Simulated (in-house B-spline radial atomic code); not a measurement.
# Ti¹³⁺: Hartree-Fock with and without relativity

Wanted: relativistic shifts in Ti¹³⁺, shell by shell.

Method: Hartree-Fock averaged over the configuration, non-relativistic (point nucleus) and Dirac-Coulomb (finite nucleus); spherical all-electron atom at the radial basis limit. Code: in-house B-spline radial atomic code version 1.

## Step 1: The system

* element: titanium (Z = 22)
* charge: +13
* electrons: 9
* configuration: [He] 2s2 2p5
* nucleus: point (non-relativistic run); Fermi, rms radius 3.592 fm (Dirac runs)

The outer shells:

[He] 2s2 2p5
```
[He] core
2s [↑↓]
2p [↑↓][↑↓][↑ ]
```

The boxes draw the filling by Hund's rule, which heavy ions in jj coupling don't follow; these runs average over all states of the configuration.

## Step 2: Non-relativistic run

Settings, as recorded:

```ini
Z = 22
electrons = 9.0
configuration = [He] 2s2 2p5
hamiltonian = nr
method = hf
spin_polarised = False
```

## Step 3: Dirac-Coulomb run

Settings, as recorded:

```ini
Z = 22
electrons = 9.0
configuration = [He] 2s2 2p5
hamiltonian = dirac
method = hf
spin_polarised = False
nucleus = fermi
rms_radius = 3.5921
mass_number = 48
atomic_mass = 47.947940677
speed_of_light = 137.035999084
```

## Step 4: Dirac-Coulomb run in the lowest jj configuration, 1s2 2s2 2p-2 2p+3

In configurations, a minus sign after the shell means j = l − 1/2 and a plus sign j = l + 1/2; the count of electrons follows.

The settings differ from step 3 so:

```diff
@@ -2,3 +2,3 @@
 electrons = 9.0
-configuration = [He] 2s2 2p5
+configuration = 1s2 2s2 2p-2 2p+3
 hamiltonian = dirac
```

How much does each shell's level and mean radius change with the Dirac Hamiltonian, and the total energy?

**Answer**, as computed:

Levels and radii; the Dirac values are averaged over j with the occupations as weights.

| shell | ε non-rel. (eV) | ε Dirac (eV) | <r> non-rel. (bohr) | <r> Dirac (bohr) | change of <r> (%) |
| --- | --- | --- | --- | --- | --- |
| 1s | -5415.12 | -5449.18 | 0.06998 | 0.06939 | -0.84 |
| 2s | -954.31 | -961.89 | 0.3160 | 0.3134 | -0.85 |
| 2p | -869.17 | -870.97 | 0.2782 | 0.2771 | -0.37 |

Relativity and the finite nucleus together change the total energy by -4.2530 hartree (-0.56 %). First-order perturbation theory (mass-velocity plus Darwin) gives -4.0590 hartree, which is 95 % of the full shift. 2s shrinks most on the average over j, by -0.85 %. Spin-orbit coupling splits the 2p level by 6.328 eV. The lowest jj configuration lies 2.006 eV below the average over the whole configuration. Breit terms add 0.237 hartree and QED terms 0.174 hartree.
